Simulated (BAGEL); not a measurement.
# [SiF3]− (SMILES F[Si-](F)F) at HF/3-21G (density fitting with qzvpp-jkfit)

Aim: the vertical singlet–triplet gap of [SiF3]− at HF/3-21G (density fitting with qzvpp-jkfit), from 2 runs. 

The results are computed with BAGEL 1.2.2.

1 further run of the same task is left out (set aside as unsound or not needed).

### Step 1. The system as given

[SiF3]− has 4 atoms, charge -1, and is taken as a singlet. SMILES: `F[Si-](F)F`. The coordinates come from a GFN2-xTB relaxation.

Bond lengths: Si1–F2 1.693 Å, Si1–F3 1.696 Å, Si1–F4 1.697 Å. Angles: F2–Si1–F3 93.7°, F2–Si1–F4 93.6°, F3–Si1–F4 93.7°.

### Step 2. The energy at HF/3-21G (density fitting with qzvpp-jkfit)

File input.json:

```json
{ "bagel": [

{
  "title": "molecule",
  "basis": "3-21g",
  "df_basis": "qzvpp-jkfit",
  "angstrom": "true",
  "geometry": [
    { "atom": "Si", "xyz": [   -0.004470,    0.005770,    0.685050 ] },
    { "atom": "F", "xyz": [    1.428310,   -0.030960,   -0.216950 ] },
    { "atom": "F", "xyz": [   -0.687310,    1.250250,   -0.242810 ] },
    { "atom": "F", "xyz": [   -0.736530,   -1.225060,   -0.225300 ] }
  ]
},
{ "title": "hf", "charge": -1 },
{ "title": "print", "file": "orbitals.molden", "orbitals": "true" }

]}
```

Launch:

```sh
$ BAGEL_NUM_THREADS=1 BAGEL input.json > input.out
```

What it wrote:

```text
* using 1 threads per process

  ===============================================================
  ===============================================================

  *** Geometry ***

  { "atom" : "Si", "xyz" : [     -0.008447,      0.010904,      1.294557 ] },
  { "atom" : "F", "xyz" : [      2.699115,     -0.058506,     -0.409976 ] },
  { "atom" : "F", "xyz" : [     -1.298828,      2.362630,     -0.458844 ] },
  { "atom" : "F", "xyz" : [     -1.391840,     -2.315028,     -0.425755 ] },

  Number of auxiliary basis functions:      359

  Since a DF basis is specified, we compute 2- and 3-index integrals:
    o Being stored without compression. Storage requirement is 0.005 GB

  Number of basis functions:       40
  Number of electrons      :       41

    * METHOD: MOLECULE                             0.06

  *** RHF ***

  === Nuclear Repulsion ===
   169.9611639501

      * DIIS with orbital gradients will be used.

  === RHF iteration (3-21g) ===
      0       -584.06575150          0.04229272           0.01
      1       -584.23900521          0.02348270           0.01
      2       -584.29971673          0.00134366           0.01
      3       -584.30076366          0.00030744           0.01
      4       -584.30081361          0.00005735           0.01
      5       -584.30081479          0.00000967           0.01
      6       -584.30081482          0.00000356           0.01
      7       -584.30081482          0.00000076           0.01
      8       -584.30081482          0.00000023           0.01
      9       -584.30081482          0.00000007           0.01
     10       -584.30081482          0.00000002           0.01
     11       -584.30081482          0.00000000           0.01
    * SCF iteration converged.

    * Permanent dipole moment:
           (   -0.002249,    -0.003717,    -0.230648) a.u.

    * METHOD: HF                                   0.19

    * METHOD: PRINT                                0.00

  ===============================================================
```

Wall time 0.4 s (1 thread of Arm Neoverse V2, shared host).

### Step 3. The triplet

File input.json:

```json
{ "bagel" : [

{
  "title" : "molecule",
  "basis" : "3-21g",
  "df_basis" : "qzvpp-jkfit",
  "angstrom" : "true",
  "geometry" : [
    { "atom" : "Si", "xyz" : [   -0.004470,    0.005770,    0.685050 ] },
    { "atom" : "F", "xyz" : [    1.428310,   -0.030960,   -0.216950 ] },
    { "atom" : "F", "xyz" : [   -0.687310,    1.250250,   -0.242810 ] },
    { "atom" : "F", "xyz" : [   -0.736530,   -1.225060,   -0.225300 ] }
  ]
},
{
  "title" : "uhf",
  "charge" : -1,
  "nopen" : 2
},
{
  "title" : "print",
  "file" : "orbitals.molden",
  "orbitals" : "true"
}

]}
```

Launch:

```sh
$ BAGEL_NUM_THREADS=1 BAGEL input.json > input.out
```

What it wrote:

```text
* using 1 threads per process

  ===============================================================
  ===============================================================

  *** Geometry ***

  { "atom" : "Si", "xyz" : [     -0.008447,      0.010904,      1.294557 ] },
  { "atom" : "F", "xyz" : [      2.699115,     -0.058506,     -0.409976 ] },
  { "atom" : "F", "xyz" : [     -1.298828,      2.362630,     -0.458844 ] },
  { "atom" : "F", "xyz" : [     -1.391840,     -2.315028,     -0.425755 ] },

  Number of auxiliary basis functions:      359

  Since a DF basis is specified, we compute 2- and 3-index integrals:
    o Being stored without compression. Storage requirement is 0.005 GB

  Number of basis functions:       40
  Number of electrons      :       41

    * METHOD: MOLECULE                             0.06

  *** Open-shell HF ***

  === Nuclear Repulsion ===
   169.9611639501

      * DIIS with orbital gradients will be used.

  === UHF iteration (3-21g) ===
      0       -583.86112541          0.08037776           0.02
      1       -584.03174486          0.04600727           0.02
      2       -584.07736855          0.02480667           0.02
      3       -584.09524958          0.00075956           0.02
      4       -584.09539187          0.00016108           0.02
      5       -584.09539762          0.00007496           0.02
      6       -584.09539909          0.00002987           0.02
      7       -584.09539982          0.00001398           0.02
      8       -584.09539998          0.00000648           0.02
      9       -584.09540002          0.00000340           0.02
     10       -584.09540004          0.00000287           0.02
     11       -584.09540005          0.00000282           0.02
     12       -584.09540006          0.00000280           0.02
     13       -584.09540007          0.00000280           0.02
     14       -584.09540012          0.00000279           0.02
     15       -584.09540017          0.00000277           0.02
     16       -584.09540038          0.00000274           0.02
     17       -584.09540140          0.00000294           0.02
     18       -584.09540140          0.00000290           0.02
     19       -584.09540183          0.00000306           0.02
     20       -584.09540149          0.00000254           0.02
     21       -584.09540301          0.00000760           0.02
     22       -584.09540157          0.00000259           0.02
     23       -584.09540237          0.00000223           0.02
     24       -584.09540509          0.00004073           0.02
     25       -584.09540464          0.00001873           0.02
     26       -584.09540364          0.00000259           0.02
     27       -584.09540524          0.00005035           0.02
     28       -584.09540395          0.00000227           0.02
     29       -584.09540413          0.00000201           0.02
     30       -584.09540549          0.00001569           0.02
     31       -584.09540545          0.00000420           0.02
     32       -584.09540577          0.00000819           0.02
     33       -584.09540583          0.00000196           0.02
     34       -584.09540587          0.00000127           0.02
     35       -584.09540587          0.00000052           0.02
     36       -584.09540587          0.00000058           0.02
     37       -584.09540587          0.00000002           0.02
     38       -584.09540587          0.00000001           0.02
     39       -584.09540587          0.00000001           0.02
    * SCF iteration converged.

    * S^2 (UHF) is 2.0045

    * Permanent dipole moment:
           (   -0.019135,     0.141080,    -0.914026) a.u.

    * METHOD: UHF                                  0.99

    * METHOD: PRINT                                0.00

  ===============================================================
```

Wall time 1.2 s (1 thread of Arm Neoverse V2, shared host).

### Step 4. What came out

Level: HF/3-21G (density fitting with qzvpp-jkfit).

| quantity | value |
| --- | --- |
| singlet: total energy | -584.30081 Eh |
| singlet: HOMO energy | -3.18 eV |
| singlet: LUMO energy | 10.88 eV |
| singlet: HOMO–LUMO gap (to an unbound level, set by the basis) | 14.07 eV |
| triplet: total energy | -584.09541 Eh |
| triplet: ⟨S²⟩ | 2.005 |
| vertical energy of the triplet above the singlet | 5.589 eV |

In words: At this shape the triplet lies 5.59 eV (539 kJ/mol) above the singlet. For an anion a state so high probably lies above electron detachment.
